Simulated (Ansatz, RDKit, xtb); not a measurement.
# C5H4F2OS: ranking a sample of isomers, part 1 of 2

Which of a sample of isomers of C5H4F2OS is the most stable in the gas at 298.15 K, and what are its properties? The sample is small against all isomers, and the most stable one of this formula need not be in it.

The funnel: GFN2-xTB relaxations, single points with a density functional, relaxations at B3LYP-D3(BJ)/def2-SVP, harmonic vibrations (at GFN2-xTB), and a last energy at a higher level. All values are calculated.

## 1. Possible bonding patterns

Isomers were taken from a list of plausible structures; this is a sample, not all of them. That gives 6 candidates.

```
label               SMILES     spin
 c199        FCOc1cc(F)cs1  singlet
 c243      C#CCC(F)(F)OC=S  singlet
 c372        FC(F)Oc1ccsc1  singlet
 c421  CS/C(F)=C1/C=C(F)O1  singlet
 c896        COc1cc(F)sc1F  singlet
 c911          FCSc1ccoc1F  singlet
```

Candidates are built by distance geometry, with a force field where one applies, in up to four conformers (letters a to d).

## 2. Cheap relaxation of all starts

All 15 starts are relaxed the same way. One of them, c911b (taken from a list of plausible isomers, embedded by distance geometry and MMFF94), in full:

Contents of start.xyz:

```xyz
13
c911b
C     -2.160987     1.665301     1.856270
C     -1.640408     1.087382    -0.738218
C     -1.968407     1.142541    -2.163405
C     -0.850556     1.516134    -2.838986
C     -0.297588     1.463152    -0.679872
F     -2.121535     3.025788     1.492541
F      0.433614     1.495361     0.424079
O      0.168706     1.708065    -1.941594
S     -2.763548     0.672113     0.444986
H     -1.129691     1.333957     2.180350
H     -2.876674     1.603775     2.729861
H     -2.936853     0.949166    -2.612382
H     -0.626217     1.728541    -3.857014
```

On the command line:

```console
$ xtb start.xyz --gfn 2 --opt
```

Output (excerpt; [...] marks lines left out):

```text
* xtb version 6.7.1
[...]
          :  # basis functions                  46          :
[...]
          :  # electrons                        50          :
[...]
          :  Hamiltonian                  GFN2-xTB          :
[...]
          :  net charge                          0          :
          :  unpaired electrons                  0          :
[...]
   *** convergence criteria satisfied after 12 iterations ***
[...]
   *** GEOMETRY OPTIMIZATION CONVERGED AFTER 13 ITERATIONS ***
[...]
   *** convergence criteria satisfied after 3 iterations ***
[...]
         ::                     SUMMARY                     ::
         :::::::::::::::::::::::::::::::::::::::::::::::::::::
         :: total energy             -29.492180957289 Eh    ::
         :: gradient norm              0.000699454758 Eh/a0 ::
         :: HOMO-LUMO gap              3.836460312281 eV    ::
         ::.................................................::
         :: SCC energy               -29.736969139898 Eh    ::
         :: -> isotropic ES            0.032294311039 Eh    ::
         :: -> anisotropic ES          0.000446100599 Eh    ::
         :: -> anisotropic XC         -0.002806701216 Eh    ::
         :: -> dispersion             -0.010534168542 Eh    ::
         :: repulsion energy           0.244788182609 Eh    ::
         :: add. restraining           0.000000000000 Eh    ::
         :: total charge              -0.000000000000 e     ::
         :::::::::::::::::::::::::::::::::::::::::::::::::::::
[...]
        25        2.0000           -0.3875473             -10.5457 (HOMO)
        26                         -0.2465599              -6.7092 (LUMO)
[...]
     #   Z          covCN         q      C6AA      α(0)
     1   6          3.601     0.143    18.799     6.271
     2   6          3.054    -0.000    27.982     8.675
     3   6          3.051    -0.067    29.605     8.923
     4   6          3.085     0.064    26.478     8.435
     5   6          2.984     0.266    22.521     7.784
     6   9          0.800    -0.227    11.512     4.008
     7   9          0.785    -0.194    11.170     3.948
     8   8          1.728    -0.172    16.898     5.550
     9  16          1.991    -0.117   145.941    20.333
    10   1          0.924     0.079     1.988     2.205
    11   1          0.924     0.076     2.024     2.225
    12   1          0.927     0.072     2.060     2.244
    13   1          0.926     0.076     2.017     2.221
[...]
     #   Z sym  total        # sym  WBO       # sym  WBO       # sym  WBO
 ---------------------------------------------------------------------------
     1   6      3.899 --     9      0.982    11      0.965     6      0.964
                            10      0.964
     2   6      3.952 --     5      1.504     3      1.237     9      1.036
     3   6      3.979 --     4      1.636     2      1.237    12      0.971
     4   6      3.890 --     3      1.636     8      1.105    13      0.964
                             5      0.131
     5   6      3.830 --     2      1.504     8      1.122     7      0.976
                             4      0.131
     6   9      1.045 --     1      0.964
     7   9      1.125 --     5      0.976
     8   8      2.447 --     5      1.122     4      1.105
     9  16      2.209 --     2      1.036     1      0.982
    10   1      0.994 --     1      0.964
[...]
molecular dipole:
                 x           y           z       tot (Debye)
 q only:       -0.298      -0.516      -0.416
   full:       -0.021      -0.381      -0.335       1.290
molecular quadrupole (traceless):
[...]
          | TOTAL ENERGY              -29.492180957289 Eh   |
          | GRADIENT NORM               0.000699454758 Eh/α |
          | HOMO-LUMO GAP               3.836460312281 eV   |
           -------------------------------------------------
[...]
```

It took 0.11 s on 4 threads of Arm Neoverse V1, shared host.

## 3. What the search left

15 of the 15 relaxations converged. 15 distinct structures remain:

| label | start | SMILES after | spin | energy (kcal/mol) |
| --- | --- | --- | --- | --- |
| c372b | drawn | FC(F)Oc1ccsc1 | singlet | 0.0 |
| c372a | drawn | FC(F)Oc1ccsc1 | singlet | 0.8 |
| c199c | drawn | FCOc1cc(F)cs1 | singlet | 4.9 |
| c199a | drawn | FCOc1cc(F)cs1 | singlet | 5.3 |
| c199b | drawn | FCOc1cc(F)cs1 | singlet | 9.2 |
| c911b | drawn | FCSc1ccoc1F | singlet | 10.7 |
| c911c | drawn | FCSc1ccoc1F | singlet | 10.9 |
| c911a | drawn | FCSc1ccoc1F | singlet | 12.7 |
| c896a | drawn | COc1cc(F)sc1F | singlet | 15.8 |
| c243b | drawn | C#CCC(F)(F)OC=S | singlet | 45.2 |
| c243a | drawn | C#CCC(F)(F)OC=S | singlet | 45.6 |
| c243c | drawn | C#CCC(F)(F)OC=S | singlet | 45.6 |
| c243d | drawn | C#CCC(F)(F)OC=S | singlet | 46.2 |
| c421b | drawn | CS/C(F)=C1/C=C(F)O1 | singlet | 51.2 |
| c421a | drawn | CS/C(F)=C1/C=C(F)O1 | singlet | 52.2 |

## 4. Screening with a density functional

A choice of the minima (the low ones first, few conformers of a pattern, up to a cap) and the lowest that fell apart get a single point at r2SCAN-D4/def2-SVP on the tight-binding geometry, and one at HF/STO-3G for comparison. The lowest singlets are also tried as triplets at the same geometry (label ending in t). Within 30 kcal/mol but not screened, among others: c199b, c911a. The first, c372b:

Contents of input.yaml:

```yaml
crystal:
  periodic: [false, false, false]
  atoms:
    - {symbol: C, position_ang: [1.195114, -1.577205, -1.123022]}
    - {symbol: C, position_ang: [-0.177124, 0.152944, -0.387615]}
    - {symbol: C, position_ang: [-1.465493, 0.589838, 0.016147]}
    - {symbol: C, position_ang: [-1.570353, 1.940603, -0.009136]}
    - {symbol: C, position_ang: [0.662193, 1.176357, -0.706267]}
    - {symbol: F, position_ang: [1.140159, -2.903025, -1.289296]}
    - {symbol: F, position_ang: [2.352120, -1.329227, -0.454213]}
    - {symbol: O, position_ang: [0.110737, -1.198130, -0.419285]}
    - {symbol: S, position_ang: [-0.116701, 2.696713, -0.521834]}
    - {symbol: H, position_ang: [1.287370, -1.094519, -2.116628]}
    - {symbol: H, position_ang: [-2.245557, -0.088359, 0.305275]}
    - {symbol: H, position_ang: [-2.420040, 2.543335, 0.239559]}
    - {symbol: H, position_ang: [1.688194, 1.142552, -1.012516]}
basis:
  gaussian: {orbitals: def2-SVP}
hamiltonian: {xc: r2scan, dispersion: d4}
scf: {lower_state_search: off}
```

On the command line:

```console
$ ansatz run input.yaml --threads 4 --pin off --max-ram 7830MiB --events-out events.jsonl --progress --plain --runs-dir runs
```

Output (excerpt; [...] marks lines left out):

```text
Warning: RAYON_NUM_THREADS=4 ignored (pool sized by the plan → 4); use --threads N
Functional definition: r2SCAN
  name "r2SCAN"
[...]
1666 factors; their error is unknown
[...]
mean field -23545.71881702 eV, -865.2892066642 hartree, gradient 5.2e-6 eV, S^2 0.000000; 0 other end points of the search recorded, 0 dependent functions left out
reference -23545.71882544 eV, -865.2892069735 hartree; 38, 38 occupied and 112, 112 virtual orbitals, 1666 factors
Total energy: -23545.81610774 eV, -865.2927820322 hartree
Checks for a lower state left out: stability, starts, cluster_reference, orbital_swaps, neighbouring_geometries, increment
```

Wall time 2.4 s (4 threads of Arm Neoverse V1, shared host); peak memory 0.2 GiB.

Relative energies in kcal/mol, each column from its lowest structure that stays in one piece:

```csv
label,SMILES,spin,GFN2-xTB,HF/STO-3G,r2SCAN-D4/def2-SVP
c372b,FC(F)Oc1ccsc1,singlet,0.0,0.0,0.0
c372a,FC(F)Oc1ccsc1,singlet,0.8,1.2,1.0
c199a,FCOc1cc(F)cs1,singlet,5.3,3.8,15.8
c199c,FCOc1cc(F)cs1,singlet,4.9,6.5,17.0
c911c,FCSc1ccoc1F,singlet,10.9,3.7,22.9
c911b,FCSc1ccoc1F,singlet,10.7,4.3,24.5
c896a,COc1cc(F)sc1F,singlet,15.8,7.7,32.5
c372bt,FC(F)Oc1ccsc1,triplet,–,–,87.7
c199at,FCOc1cc(F)cs1,triplet,–,–,99.8
```

Measured from c372b, GFN2-xTB misplaces c896a by 17 kcal/mol against r2SCAN-D4/def2-SVP, so minima dropped on its energies alone could hide the lowest isomer.

## 5. Third filter: density-functional geometries

3 candidates are relaxed at B3LYP-D3(BJ)/def2-SVP (chosen among the lowest in one piece, one conformer a pattern). The first, c372b:

Contents of input.yaml:

```yaml
basis:
  gaussian: {orbitals: def2-SVP}
crystal:
  periodic: [false, false, false]
  atoms:
    - symbol: C
      position_ang: [1.195114, -1.577205, -1.123022]
    - symbol: C
      position_ang: [-0.177124, 0.152944, -0.387615]
    - symbol: C
      position_ang: [-1.465493, 0.589838, 0.016147]
    - symbol: C
      position_ang: [-1.570353, 1.940603, -0.009136]
    - symbol: C
      position_ang: [0.662193, 1.176357, -0.706267]
    - symbol: F
      position_ang: [1.140159, -2.903025, -1.289296]
    - symbol: F
      position_ang: [2.352120, -1.329227, -0.454213]
    - symbol: O
      position_ang: [0.110737, -1.198130, -0.419285]
    - symbol: S
      position_ang: [-0.116701, 2.696713, -0.521834]
    - symbol: H
      position_ang: [1.287370, -1.094519, -2.116628]
    - symbol: H
      position_ang: [-2.245557, -0.088359, 0.305275]
    - symbol: H
      position_ang: [-2.420040, 2.543335, 0.239559]
    - symbol: H
      position_ang: [1.688194, 1.142552, -1.012516]
relax: {f_tol: 0.006}
scf: {lower_state_search: off}
hamiltonian: {xc: {name: B3LYP}, dispersion: d3bj}
```

On the command line:

```console
$ ansatz run input.yaml --threads 4 --pin off --max-ram 7830MiB --events-out events.jsonl --progress --plain --runs-dir runs
```

Output (excerpt; [...] marks lines left out):

```text
Warning: RAYON_NUM_THREADS=4 ignored (pool sized by the plan → 4); use --threads N
[...]
Functional definition: B3LYP
  name "B3LYP"
[...]
1653 factors; integrals over basis functions are off by at most 4.0e-4 eV
[...]
mean field -23552.96833480 eV, -865.5556215285 hartree, gradient 3.5e-6 eV, S^2 0.000000; 0 other end points of the search recorded, 0 dependent functions left out
[...]
reference -23552.96856919 eV, -865.5556301424 hartree; 38, 38 occupied and 112, 112 virtual orbitals, 1653 factors
relax step   1: F+E_penalty+E_count = -23553.58521396 eV  Δ(F+E_penalty+E_count) = +0.000e0 eV  max|allowed force component| = 8.654e-1 eV/Å  Δτ_max = 0.0000 Å  (18 SCF iters, accepted)
[...]
relax step   4: F+E_penalty+E_count = -23553.64669414 eV  Δ(F+E_penalty+E_count) = -2.353e-3 eV  max|allowed force component| = 9.565e-2 eV/Å  Δτ_max = 0.0327 Å  (21 SCF iters, accepted)
[...]
Atom 4 at     0.717167     1.202463    -0.624001 Å, force    -0.000085     0.000994    -0.000099 eV/Å
Atom 5 at     1.115823    -2.928896    -1.213854 Å, force     0.000150     0.000670     0.000293 eV/Å
Atom 6 at     2.396691    -1.260543    -0.654465 Å, force    -0.000712    -0.000393     0.000004 eV/Å
Atom 7 at     0.178505    -1.176357    -0.329015 Å, force    -0.001163     0.001044     0.001233 eV/Å
Atom 8 at    -0.110289     2.718588    -0.499348 Å, force     0.000272    -0.000842    -0.000070 eV/Å
Atom 9 at     1.097677    -1.159755    -2.171622 Å, force     0.000846    -0.000382    -0.000225 eV/Å
Atom 10 at    -2.255732    -0.119837     0.254457 Å, force    -0.000417     0.000076     0.000107 eV/Å
Atom 11 at    -2.478616     2.534516     0.151597 Å, force    -0.000105     0.000133     0.000061 eV/Å
Atom 12 at     1.777972     1.157870    -0.855461 Å, force     0.000695     0.000328    -0.000186 eV/Å
Dipole moment:    -0.232061     0.338028    -0.193130 e Å
Checks for a lower state left out: stability, starts, cluster_reference, orbital_swaps, neighbouring_geometries, increment
```

Run time: 33 s. Hardware: 4 threads of Arm Neoverse V1, shared host; peak memory 0.41 GiB.

Energy change by step (eV): 0.0000, -0.0519, -0.0591, -0.0615, -0.0633, -0.0641, -0.0650, -0.0653, -0.0658, -0.0660, -0.0660, -0.0660.

After the run. Bond lengths: C2–C3 1.429 Å, C3–C4 1.370 Å, C2–C5 1.376 Å, C1–F6 1.336 Å, C1–F7 1.359 Å, C1–O8 1.367 Å, C2–O8 1.373 Å, C4–S9 1.730 Å, C5–S9 1.732 Å, C1–H10 1.106 Å, C3–H11 1.090 Å, C4–H12 1.089 Å, C5–H13 1.087 Å. Some angles: C2–C3–C4 111.7°, C3–C2–C5 113.7°, C3–C2–O8 119.6°, C5–C2–O8 126.7°, C3–C4–S9 112.1°, C2–C5–S9 110.6°, F6–C1–F7 107.8°, F6–C1–O8 107.2°, F7–C1–O8 110.8°, C1–O8–C2 117.6°.

## 6. The relaxed candidates

```
label     spin  r2SCAN-D4/def2-SVP (kcal/mol)  B3LYP-D3(BJ)/def2-SVP, relaxed (kcal/mol)  time
c372b  singlet                            0.0                                        0.0  33 s
c199a  singlet                           15.8                                       14.7  28 s
c911c  singlet                           22.9                                       20.7  32 s
```

c372b: Bond lengths: C2–C3 1.429 Å, C3–C4 1.370 Å, C2–C5 1.376 Å, C1–F6 1.336 Å, C1–F7 1.359 Å, C1–O8 1.367 Å, C2–O8 1.373 Å, C4–S9 1.730 Å, C5–S9 1.732 Å, C1–H10 1.106 Å, C3–H11 1.090 Å, C4–H12 1.089 Å, C5–H13 1.087 Å. Some angles: C2–C3–C4 111.7°, C3–C2–C5 113.7°, C3–C2–O8 119.6°, C5–C2–O8 126.7°, C3–C4–S9 112.1°, C2–C5–S9 110.6°, F6–C1–F7 107.8°, F6–C1–O8 107.2°, F7–C1–O8 110.8°, C1–O8–C2 117.6°.

c199a: Bond lengths: C2–C3 1.372 Å, C3–C4 1.429 Å, C4–C5 1.366 Å, C1–F6 1.370 Å, C4–F7 1.335 Å, C1–O8 1.389 Å, C2–O8 1.355 Å, C2–S9 1.744 Å, C5–S9 1.741 Å, C1–H10 1.100 Å, C1–H11 1.105 Å, C3–H12 1.088 Å, C5–H13 1.087 Å. Some angles: C2–C3–C4 110.2°, C3–C2–O8 130.0°, C3–C2–S9 113.0°, O8–C2–S9 117.1°, C3–C4–C5 115.3°, C3–C4–F7 121.3°, C5–C4–F7 123.4°, C4–C5–S9 110.5°, F6–C1–O8 111.2°, C1–O8–C2 117.1°.

c911c: Bond lengths: C2–C3 1.447 Å, C3–C4 1.360 Å, C2–C5 1.368 Å, C1–F6 1.375 Å, C5–F7 1.309 Å, C4–O8 1.376 Å, C5–O8 1.335 Å, C1–S9 1.815 Å, C2–S9 1.761 Å, C1–H10 1.101 Å, C1–H11 1.102 Å, C3–H12 1.087 Å, C4–H13 1.086 Å. Some angles: C2–C3–C4 106.5°, C3–C2–C5 104.5°, C3–C2–S9 128.4°, C5–C2–S9 127.1°, C3–C4–O8 110.0°, C2–C5–F7 131.9°, C2–C5–O8 112.3°, F7–C5–O8 115.8°, F6–C1–S9 112.5°, C4–O8–C5 106.7°.

## 7. Are they minima? Harmonic frequencies

The lowest few in one piece go on as finalists. In this search the thermal terms come from GFN2-xTB at its own nearest minimum. The first, c372b:

Contents of start.xyz:

```xyz
13
c372b
C      1.180587    -1.595842    -1.158681
C     -0.132873     0.160713    -0.332569
C     -1.458445     0.578110     0.000508
C     -1.587846     1.940845    -0.046376
C      0.717167     1.202463    -0.624001
F      1.115823    -2.928896    -1.213854
F      2.396691    -1.260543    -0.654465
O      0.178505    -1.176357    -0.329015
S     -0.110289     2.718588    -0.499348
H      1.097677    -1.159755    -2.171622
H     -2.255732    -0.119837     0.254457
H     -2.478616     2.534516     0.151597
H      1.777972     1.157870    -0.855461
```

On the command line:

```console
$ xtb start.xyz --gfn 2 --ohess tight
```

Output (excerpt; [...] marks lines left out):

```text
* xtb version 6.7.1
[...]
          :  # basis functions                  46          :
[...]
          :  # electrons                        50          :
[...]
          :  Hamiltonian                  GFN2-xTB          :
[...]
          :  net charge                          0          :
          :  unpaired electrons                  0          :
[...]
   *** convergence criteria satisfied after 12 iterations ***
[...]
   *** GEOMETRY OPTIMIZATION CONVERGED AFTER 14 ITERATIONS ***
[...]
   *** convergence criteria satisfied after 3 iterations ***
[...]
         ::                     SUMMARY                     ::
         :::::::::::::::::::::::::::::::::::::::::::::::::::::
         :: total energy             -29.509232629400 Eh    ::
         :: gradient norm              0.000235389912 Eh/a0 ::
         :: HOMO-LUMO gap              3.906872823471 eV    ::
         ::.................................................::
         :: SCC energy               -29.762398011544 Eh    ::
         :: -> isotropic ES            0.044978505099 Eh    ::
         :: -> anisotropic ES         -0.001912443949 Eh    ::
         :: -> anisotropic XC         -0.009072706814 Eh    ::
         :: -> dispersion             -0.010582845615 Eh    ::
         :: repulsion energy           0.253165382144 Eh    ::
         :: add. restraining           0.000000000000 Eh    ::
         :: total charge              -0.000000000000 e     ::
         :::::::::::::::::::::::::::::::::::::::::::::::::::::
[...]
        25        2.0000           -0.4086235             -11.1192 (HOMO)
        26                         -0.2650486              -7.2123 (LUMO)
[...]
molecular dipole:
                 x           y           z       tot (Debye)
 q only:       -0.666       1.118      -0.312
   full:       -0.646       0.860      -0.423       2.937
molecular quadrupole (traceless):
[...]
          | TOTAL ENERGY              -29.509232629400 Eh   |
          | TOTAL ENTHALPY            -29.419316389820 Eh   |
          | TOTAL FREE ENERGY         -29.462362732667 Eh   |
          | GRADIENT NORM               0.000235498510 Eh/α |
[...]
```

It took 0.24 s on 4 threads of Arm Neoverse V1, shared host.

## 8. Thermal terms of the finalists

As xtb prints them, at 298.15 K, with its own treatment of low modes:

| label | SMILES | spin | lowest mode (cm⁻¹) | zero-point (kcal/mol) | G − E (kcal/mol) |
| --- | --- | --- | --- | --- | --- |
| c372b | FC(F)Oc1ccsc1 | singlet | 55 | 50.7 | 29.4 |
| c199a | FCOc1cc(F)cs1 | singlet | 50 | 50.7 | 29.3 |
| c911c | FCSc1ccoc1F | singlet | 29 | 50.7 | 29.1 |

## 9. Energies at the top level

Single points at CCSD(T)/def2-SVP + MP2/def2-TZVPP - MP2/def2-SVP on the refined geometries decide the order.

c372b, CCSD(T)/def2-SVP:

Contents of input.yaml:

```yaml
crystal:
  periodic: [false, false, false]
  atoms:
    - symbol: C
      position_ang: [1.180587, -1.595842, -1.158681]
    - symbol: C
      position_ang: [-0.132873, 0.160713, -0.332569]
    - symbol: C
      position_ang: [-1.458445, 0.578110, 0.000508]
    - symbol: C
      position_ang: [-1.587846, 1.940845, -0.046376]
    - symbol: C
      position_ang: [0.717167, 1.202463, -0.624001]
    - symbol: F
      position_ang: [1.115823, -2.928896, -1.213854]
    - symbol: F
      position_ang: [2.396691, -1.260543, -0.654465]
    - symbol: O
      position_ang: [0.178505, -1.176357, -0.329015]
    - symbol: S
      position_ang: [-0.110289, 2.718588, -0.499348]
    - symbol: H
      position_ang: [1.097677, -1.159755, -2.171622]
    - symbol: H
      position_ang: [-2.255732, -0.119837, 0.254457]
    - symbol: H
      position_ang: [-2.478616, 2.534516, 0.151597]
    - symbol: H
      position_ang: [1.777972, 1.157870, -0.855461]
basis:
  gaussian:
    orbitals: def2-SVP
correlation:
  method: ccsd_t
  frozen_orbitals: {F: 1, H: 0, S: 5, O: 1, C: 1}
```

On the command line:

```console
$ ansatz run input.yaml --threads 4 --pin off --max-ram 7830MiB --events-out events.jsonl --progress --plain --runs-dir runs
```

Output (excerpt; [...] marks lines left out):

```text
Warning: RAYON_NUM_THREADS=4 ignored (pool sized by the plan → 4); use --threads N
Functional definition: HF
  name "HF"
[...]
1489 factors; integrals over basis functions are off by at most 1.5e-3 eV
[...]
mean field -23467.77906334 eV, -862.4249735457 hartree, gradient 4.9e-6 eV, S^2 0.000000; 0 other end points of the search recorded, 0 dependent functions left out; unrestricted orbitals would lower it
13 core orbitals not correlated: weight in the atoms' cores, before any rotation towards them, 1.000 or more for the frozen orbitals, at most 0.000 for the correlated occupied ones
reference -23467.77906334 eV, -862.4249735457 hartree; 25, 25 occupied and 112, 112 virtual orbitals, 1489 factors
second order -36.14732762 eV of doubles, -0.00000000 eV of singles
cycle   1  -36.16501450 eV  change   -1.8e-2 eV  update   1.4e-1
[...]
cycle  10  -37.28057858 eV  change   -1.3e-5 eV  update   2.2e-5
perturbative correction -1.26880391 eV, -0.0466276835 hartree
Total energy: -23506.32844583 eV, -863.8416372225 hartree
```

Run time: 57 s. Hardware: 4 threads of Arm Neoverse V1, shared host; peak memory 1.5 GiB.

(Continued in part 2 of 2.)
